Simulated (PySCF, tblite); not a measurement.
**C3H10FGe2N: geometry, infrared bands and NMR shifts**

Aim: predict the infrared bands and NMR shifts of C3H10FGe2N (`C=[CH][Ge@@H]([NH2])[C@H](F)[GeH3]`).

The runs use tblite 0.8.0 and PySCF 2.14.0, with density-fitted response routines of our own; the level of theory stands in each step. All values are computed, except where a source is named. Atoms are numbered from 0 throughout.

**1. The molecule as given**

17 atoms, charge 0, multiplicity 1; geometry from: force field or distance geometry start.

Bonds of the start (Å): C0–C1 1.32, C1–Ge2 1.93, Ge2–N3 1.87, Ge2–C4 1.92, C4–F5 1.38, C4–Ge6 1.94, C0–H7 1.09, C0–H8 1.09, C1–H9 1.08, Ge2–H10 1.56, N3–H11 1.06, N3–H12 1.06, C4–H13 1.12, Ge6–H14 1.55, Ge6–H15 1.57, Ge6–H16 1.54.

**2. Relaxing the molecule with GFN2-xTB**

Job settings and geometry (Å):

```
{"job": {"kind": "relax", "xc": "GFN2-xTB", "basis": "xTB"}, "charge": 0, "multiplicity": 1}
C     -2.548400     1.102100     0.782200
C     -1.755200     0.595900    -0.150000
Ge    -0.442700    -0.691000     0.444900
N     -0.100700    -1.969200    -0.876200
C      1.148000     0.101400     1.170100
F      0.763300     1.217100     1.889800
Ge     2.432600     0.687300    -0.164000
H     -2.509800     0.843900     1.837500
H     -3.291200     1.827300     0.464400
H     -1.855000     0.908300    -1.183500
H     -1.129700    -1.472900     1.612400
H      0.255100    -2.813300    -0.349200
H     -1.054500    -2.280500    -1.230000
H      1.674800    -0.619100     1.841700
H      1.871200     1.941600    -0.889700
H      3.744800     1.060500     0.609000
H      2.790600    -0.427300    -1.169800
```

The run is started by

```
> OMP_NUM_THREADS=1 python probes_run.py task.json out
```

One launch serves the whole session: the jobs run in the order shown.

**Question.** This job is followed by: GFN2-xTB harmonic vibrations, gas phase; GIAO PBE0/pcSseg-1 NMR shielding, non-relativistic, gas phase. Predict these results of the whole session: strongest single infrared mode (GFN2-xTB); zero-point energy (GFN2-xTB); ¹³C shifts against TMS (PBE0/pcSseg-1); ¹H shifts against TMS (PBE0/pcSseg-1, means over atoms taken as alike); ⁷³Ge shifts against GeMe4 (PBE0/pcSseg-1); ¹⁵N shifts against NH3 (PBE0/pcSseg-1); ¹⁹F shifts against CFCl3 (PBE0/pcSseg-1).

**Answer**, as computed:

| quantity | value |
| --- | --- |
| strongest single infrared mode (GFN2-xTB) | 1776 cm⁻¹, 514 km/mol |
| zero-point energy (GFN2-xTB) | 70.6 kcal/mol |
| ¹³C shifts against TMS (PBE0/pcSseg-1) | 144.0, 143.5, 87.4 ppm |
| ¹H shifts against TMS (PBE0/pcSseg-1, means over atoms taken as alike) | 6.74, 6.68, 6.36, 5.60, 5.56, 3.85, -0.25 ppm |
| ⁷³Ge shifts against GeMe4 (PBE0/pcSseg-1) | -15, -243 ppm |
| ¹⁵N shifts against NH3 (PBE0/pcSseg-1) | 4.3 ppm |
| ¹⁹F shifts against CFCl3 (PBE0/pcSseg-1) | -294.7 ppm |

In words: Over 169 steps the energy fell by 0.510 eV; of the close pairs, Ge2–C4 changed most, 1.919 to 1.997 Å. All 45 modes are real, so the xTB geometry is a minimum. The strongest single mode, at 1776 cm⁻¹, moves mainly H10. GFN2-xTB is a fitted tight-binding method: band positions and strengths are rough. Its intensities can rank the bands wrongly. The most deshielded carbon is C0 (terminal =CH2 carbon), at 144.0 ppm: an sp2 carbon of a C=C bond. The most deshielded hydrogen is H9 (hydrogen on an alkene CH), at 6.74 ppm: olefinic region. Spin-orbit coupling is left out, which matters for shieldings and couplings at and beside the heavy atoms.
